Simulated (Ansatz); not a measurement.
**C₆H₁₅Ga: one species, many methods**

The task here is to estimate one member of a computed series from the others.

Method: functionals in def2-TZVPP, the program's frozen cores in correlated methods; program: Ansatz 0.2.0, Gaussian basis.

The runs, in order: LDA (SPW92), PBE-D4, revPBE-D4, BLYP-D4, r2SCAN-D4, B97M-V, PBE0-D4, B3LYP-D4, r2SCANh-D4, r2SCAN0-D4, HSE06-D4, BHLYP-D4, CAM-B3LYP-D4, LC-ωPBE, ωB97X-V, ωB97M-V, B2PLYP, PBE-QIDH; CCSD(T)/def2-SVP; CCSD(T)/def2-TZVPP; MP2/def2-QZVPP; extrapolation to the limit; RPA on PBE.

## The geometry

All runs share one geometry, relaxed beforehand with PBE0-D4 in a triple-zeta def2 set.

SMILES `C[CH](C)[GaH][CH](C)C`, 22 atoms, charge 0, spin multiplicity 1.

Atoms are counted from 1 here; the program's logs count them from 0.

Bond lengths: C1–C2 1.526 Å, C1–H8 1.097 Å, C1–H9 1.093 Å, C1–H10 1.095 Å, C2–C3 1.524 Å, C2–Ga4 1.992 Å, C2–H11 1.101 Å, C3–H12 1.097 Å, C3–H13 1.093 Å, C3–H14 1.095 Å, Ga4–C5 1.992 Å, Ga4–H15 1.585 Å, C5–C6 1.529 Å, C5–C7 1.522 Å, C5–H16 1.097 Å, C6–H17 1.097 Å, C6–H18 1.094 Å, C6–H19 1.096 Å and more. Angles: C2–C1–H8 111.3°, C2–C1–H9 112.2°, C2–C1–H10 111.5°, H8–C1–H9 107.6°, H8–C1–H10 106.7°, H9–C1–H10 107.3°, C1–C2–C3 111.6°, C1–C2–Ga4 112.0°, C1–C2–H11 107.6°, C3–C2–Ga4 113.2°, C3–C2–H11 108.0°, Ga4–C2–H11 103.8°, C2–C3–H12 111.4°, C2–C3–H13 112.3°, C2–C3–H14 111.5°, H12–C3–H13 107.4°, H12–C3–H14 106.8°, H13–C3–H14 107.2° and more.

Set-up of the first run:

in.yaml reads:

```yaml
crystal:
  periodic: [false, false, false]
  atoms:
    - {symbol: C, position_ang: [-0.927224, -2.495627, 1.350855]}
    - {symbol: C, position_ang: [-1.308862, -1.221078, 0.603990]}
    - {symbol: C, position_ang: [-1.519228, -1.484301, -0.882463]}
    - {symbol: Ga, position_ang: [-0.034337, 0.266718, 0.966563]}
    - {symbol: C, position_ang: [0.601526, 1.498798, -0.463985]}
    - {symbol: C, position_ang: [1.780615, 0.834679, -1.176630]}
    - {symbol: C, position_ang: [0.983225, 2.876997, 0.057625]}
    - {symbol: H, position_ang: [-1.685585, -3.277004, 1.218015]}
    - {symbol: H, position_ang: [-0.811862, -2.325508, 2.424338]}
    - {symbol: H, position_ang: [0.018165, -2.908711, 0.983532]}
    - {symbol: H, position_ang: [-2.260060, -0.861011, 1.024436]}
    - {symbol: H, position_ang: [-2.284951, -2.252182, -1.047829]}
    - {symbol: H, position_ang: [-1.832897, -0.587363, -1.423019]}
    - {symbol: H, position_ang: [-0.602189, -1.845187, -1.359466]}
    - {symbol: H, position_ang: [0.534125, 0.443201, 2.436047]}
    - {symbol: H, position_ang: [-0.213376, 1.605384, -1.189977]}
    - {symbol: H, position_ang: [2.158374, 1.469897, -1.987592]}
    - {symbol: H, position_ang: [1.513193, -0.129193, -1.620135]}
    - {symbol: H, position_ang: [2.621967, 0.663750, -0.495988]}
    - {symbol: H, position_ang: [0.136787, 3.397536, 0.514258]}
    - {symbol: H, position_ang: [1.769544, 2.813053, 0.816306]}
    - {symbol: H, position_ang: [1.363060, 3.517180, -0.748890]}
basis:
  gaussian: {orbitals: def2-TZVPP}
hamiltonian: {xc: lda}
output: {orbitals: {seedname: orbitals}}
```

Command:

```console
> ansatz run in.yaml --threads 5 --pin off --events-out ev --progress --plain --max-ram 66560MiB --backend cuda --devices 0, --max-vram 37GiB
```

Steps of the session up to this table: LDA; PBE-D4 (GGA); revPBE-D4 (GGA); BLYP-D4 (GGA); r2SCAN-D4 (meta-GGA); B97M-V (meta-GGA); B3LYP-D4 (hybrid); r2SCANh-D4 (hybrid); r2SCAN0-D4 (hybrid); HSE06-D4 (hybrid); BHLYP-D4 (hybrid); CAM-B3LYP-D4 (range-separated); LC-ωPBE (range-separated); ωB97X-V (range-separated); ωB97M-V (range-separated); B2PLYP (double hybrid); PBE-QIDH (double hybrid).

One table of the session follows, with a row left open; its other results are not shown here.

It belongs to the step «Frontier levels by functional». 

```
  functional  HOMO (eV)  gap (eV)
 LDA (SPW92)      -5.62      3.44
      PBE-D4      -5.50      3.62
   revPBE-D4      -5.45      3.73
     BLYP-D4      -5.38      3.56
   r2SCAN-D4      -5.70      4.07
      B97M-V      -5.80      3.93
     PBE0-D4      -6.63      5.57
    B3LYP-D4          ?         ?
  r2SCANh-D4      -6.13      4.78
  r2SCAN0-D4      -6.77      5.84
    HSE06-D4      -6.24      4.81
    BHLYP-D4      -7.70      7.38
CAM-B3LYP-D4      -7.94      7.75
     LC-ωPBE      -9.24     10.28
     ωB97X-V      -8.91      9.72
     ωB97M-V      -8.79      9.33
```

Estimate the missing values for B3LYP-D4.

Worked estimate for «HOMO (eV)». Against the share of exact exchange, BLYP-D4 (0, -5.38), BHLYP-D4 (0.5, -7.70) give a slope of -4.64 per unit share; at 0.2 the line stands at -6.31.

The run gave: HOMO (eV): -6.45; gap (eV): 5.10. In «HOMO (eV)» the line misses by +0.14.
